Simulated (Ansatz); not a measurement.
# Na7N3: the cost of one run

Program: Ansatz 0.2.0. Level of theory: DFT PBE, scalar-relativistic, plane waves, PAW. These are calculated values, not measurements.

### 1 The starting structure

The structure is trigonal, space group R-3m (No. 166). Conventional cell: a = 7.167 Å, b = 7.167 Å, c = 27.571 Å, α = 90.00°, β = 90.00°, γ = 120.00°. Na (site symmetry -3m) has 2 N at 2.31 Å in its first shell of neighbours. Na (site symmetry m) is surrounded by 2 N at 2.21 to 2.56 Å. N (site symmetry 3m) has 4 Na at 2.21 to 2.31 Å in its first shell of neighbours. Around N (site symmetry -3m) lie 6 Na at 2.56 Å.

Coordinates:

```
CELL_PARAMETERS angstrom
3.58364 2.06902 9.19049
-3.58364 2.06902 9.19049
0.00000 -4.13804 9.19049
ATOMIC_POSITIONS crystal
Na 0.50000 0.50000 0.50000
Na 0.22558 0.22558 0.65322
Na 0.65322 0.22558 0.22558
Na 0.22558 0.65322 0.22558
Na 0.77442 0.34678 0.77442
Na 0.34678 0.77442 0.77442
Na 0.77442 0.77442 0.34678
N 0.41606 0.41606 0.41606
N 0.58394 0.58394 0.58394
N 0.00000 0.00000 0.00000
```

A structure generator made this guess: 4-, 6-connected net, bridging atoms on its edges, bridges bent (R-3m, No. 166). The dimensions are guesses.

### 2 The guess as it stands, on a coarse mesh

The input, input.yaml:

```yaml
crystal:
  lattice:
    - [3.58364467, 2.06901822, 9.19049084]
    - [-3.58364467, 2.06901822, 9.19049084]
    - [0.0, -4.13803644, 9.19049084]
  atoms:
    - { symbol: Na, position: [0.5, 0.5, 0.5] }
    - { symbol: Na, position: [0.22557828, 0.22557828, 0.65321973] }
    - { symbol: Na, position: [0.65321973, 0.22557828, 0.22557828] }
    - { symbol: Na, position: [0.22557828, 0.65321973, 0.22557828] }
    - { symbol: Na, position: [0.77442172, 0.34678027, 0.77442172] }
    - { symbol: Na, position: [0.34678027, 0.77442172, 0.77442172] }
    - { symbol: Na, position: [0.77442172, 0.77442172, 0.34678027] }
    - { symbol: "N", position: [0.41606411, 0.41606411, 0.41606411] }
    - { symbol: "N", position: [0.58393589, 0.58393589, 0.58393589] }
    - { symbol: "N", position: [0.0, 0.0, 0.0] }
basis:
  ecutwfc: 420
kpoints:
  mp_grid: { grid: [3, 3, 3] }
hamiltonian:
  xc: pbe
scf:
  occupations: { method: gaussian, width: 0.1 }
  lower_state_search: "off"
output:
  forces: true
  stress: true
  eigenvalues: true
```

Launch:

```bash
> ansatz run input.yaml --threads 4 --pin off --max-ram 8192MiB --backend cpu --events-out ev --progress --plain --runs-dir out
```

What time and memory should one allow on 4 threads of Intel Xeon at 2.70GHz, shared host?

About 5 s, with a peak of 0.94 GiB.
